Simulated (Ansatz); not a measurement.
# Si2H4ClF (SMILES F[SiH]([SiH3])Cl): r2SCAN/def2-SVP

Aim: the energy change on altering one bond length of Si2H4ClF at r2SCAN/def2-SVP, from 2 runs. 

The results are computed with Ansatz 0.2.0.

68 further runs of the same task are left out: 68 set aside as unsound or not needed. Runs told in other sessions of the task aren't counted.

## Step 1: The molecule

Si2H4ClF has 8 atoms, charge 0, and is taken as a singlet. SMILES: `F[SiH]([SiH3])Cl`. The coordinates come from a PBE0-D4/def2-TZVP relaxation.

Bond lengths: F1–Si2 1.597 Å, Si2–Si3 2.339 Å, Si2–Cl4 2.049 Å, Si2–H5 1.481 Å, Si3–H6 1.487 Å, Si3–H7 1.486 Å, Si3–H8 1.485 Å. Some angles: F1–Si2–Si3 109.8°, F1–Si2–Cl4 107.9°, Si3–Si2–Cl4 109.0°, F1–Si2–H5 107.2°, Si3–Si2–H5 115.4°, Cl4–Si2–H5 107.3°, Si2–Si3–H6 110.0°, Si2–Si3–H7 108.3°, Si2–Si3–H8 109.2°, H6–Si3–H7 109.5°.

## Step 2: A single-point energy at r2SCAN/def2-SVP

Contents of run.yaml:

```yaml
crystal:
  periodic: [false, false, false]
  atoms:
    - symbol: F
      position_ang: [-1.329000, 1.796800, 0.161200]
    - symbol: Si
      position_ang: [-0.382900, 0.812800, -0.667700]
    - symbol: Si
      position_ang: [0.539000, -0.793000, 0.761300]
    - symbol: Cl
      position_ang: [-1.534100, -0.130100, -2.075900]
    - symbol: H
      position_ang: [0.596600, 1.655400, -1.392300]
    - symbol: H
      position_ang: [1.355700, -0.131100, 1.812300]
    - symbol: H
      position_ang: [1.403500, -1.693800, -0.044400]
    - symbol: H
      position_ang: [-0.556600, -1.574100, 1.389600]
basis:
  gaussian: {orbitals: def2-SVP}
magnetization: {spin_polarized: false}
hamiltonian: {xc: {name: r2SCAN}}
accuracy: high
output: {orbitals: {seedname: orbitals}}
```

On the command line:

```bash
$ ansatz run run.yaml --threads 1 --pin off --max-ram 3480MiB --events-out events.jsonl --progress --plain --runs-dir runs
```

Output:

```text
Warning: RAYON_NUM_THREADS=1 ignored (pool sized by the plan → 1); use --threads N
Functional definition: r2SCAN
  name "r2SCAN"
  parameter k0 = 0.174
  parameter k1 = 0.065
  parameter a1 = 4.9479
  exchange = r2scan_x(k0 = k0, k1 = k1, a1 = a1)
  correlation = r2scan_c
1801 factors; integrals over basis functions are off by at most 5.2e-9 eV
mean field evaluation 1: about -31046.5937 eV, gradient 3.0e1 eV
mean field evaluation 2: about -31043.8707 eV, gradient 5.2e1 eV
mean field evaluation 4: about -31048.1416 eV, gradient 1.1e0 eV
mean field evaluation 8: about -31048.1372 eV, gradient 2.1e-2 eV
mean field evaluation 16: about -31048.1372 eV, gradient 5.4e-6 eV
mean field -31048.13721053 eV, -1140.9979973036 hartree, gradient 5.2e-8 eV, S^2 0.000000; 0 other end points of the search recorded, 0 dependent functions left out
reference -31048.13721126 eV, -1140.9979973306 hartree; 29, 29 occupied and 59, 59 virtual orbitals, 1801 factors
Total energy: -31048.13721126 eV, -1140.9979973306 hartree
```

Wall time 12 s (1 thread of Intel Xeon Platinum 8259CL at 2.50GHz (Skylake/Cascade Lake), shared host); peak memory 0.29 GiB.

## Step 3: The distorted shape at the same level

Contents of input.yaml:

```yaml
basis:
  gaussian:
    orbitals: def2-SVP
crystal:
  periodic: [false, false, false]
  atoms:
    - {symbol: F, position_ang: [-1.475946, 1.670392, 0.269905]}
    - {symbol: Si, position_ang: [-0.529846, 0.686392, -0.558995]}
    - {symbol: Si, position_ang: [0.392054, -0.919408, 0.870005]}
    - {symbol: Cl, position_ang: [-1.681046, -0.256508, -1.967195]}
    - {symbol: H, position_ang: [0.596600, 1.655400, -1.392300]}
    - {symbol: H, position_ang: [1.208754, -0.257508, 1.921005]}
    - {symbol: H, position_ang: [1.256554, -1.820208, 0.064305]}
    - {symbol: H, position_ang: [-0.703546, -1.700508, 1.498305]}
hamiltonian:
  xc: r2scan
accuracy: high
output: {orbitals: {seedname: orbitals}}
```

On the command line:

```bash
$ ansatz run input.yaml --threads 1 --pin off --max-ram 3480MiB --events-out events.jsonl --progress --plain --runs-dir runs
```

Output, shortened:

```text
Warning: RAYON_NUM_THREADS=1 ignored (pool sized by the plan → 1); use --threads N
[... 7 set-up lines as earlier in the session ...]
1792 factors; integrals over basis functions are off by at most 5.0e-9 eV
mean field evaluation 1: about -31046.2636 eV, gradient 3.0e1 eV
mean field evaluation 2: about -31043.2091 eV, gradient 5.4e1 eV
mean field evaluation 4: about -31047.8329 eV, gradient 1.3e0 eV
mean field evaluation 8: about -31047.8303 eV, gradient 2.3e-2 eV
mean field evaluation 16: about -31047.8303 eV, gradient 2.6e-6 eV
mean field -31047.83034966 eV, -1140.9867203747 hartree, gradient 1.3e-8 eV, S^2 0.000000; 0 other end points of the search recorded, 0 dependent functions left out
reference -31047.83035040 eV, -1140.9867204021 hartree; 29, 29 occupied and 59, 59 virtual orbitals, 1792 factors
Total energy: -31047.83035040 eV, -1140.9867204021 hartree
```

It took 12 s on 1 thread of Intel Xeon Platinum 8259CL at 2.50GHz (Skylake/Cascade Lake), shared host; peak memory 0.29 GiB.

## Step 4: Results

At r2SCAN/def2-SVP:

```
                                                          quantity           value
                                         first shape: total energy  -1140.99800 Eh
                                          first shape: HOMO energy        -7.44 eV
                                          first shape: LUMO energy        -0.91 eV
                                        first shape: HOMO–LUMO gap         6.53 eV
                                     distorted shape: total energy  -1140.98672 Eh
                                      distorted shape: HOMO energy        -7.39 eV
                                      distorted shape: LUMO energy        -1.01 eV
                                    distorted shape: HOMO–LUMO gap         6.39 eV
energy change with the Si2–H5 bond stretched from 1.481 to 1.704 Å        0.307 eV
```

With the Si2–H5 bond stretched from 1.481 to 1.704 Å the energy rises by 0.31 eV (29.6 kJ/mol). The first shape isn't relaxed at this level, so the change isn't measured from a minimum.
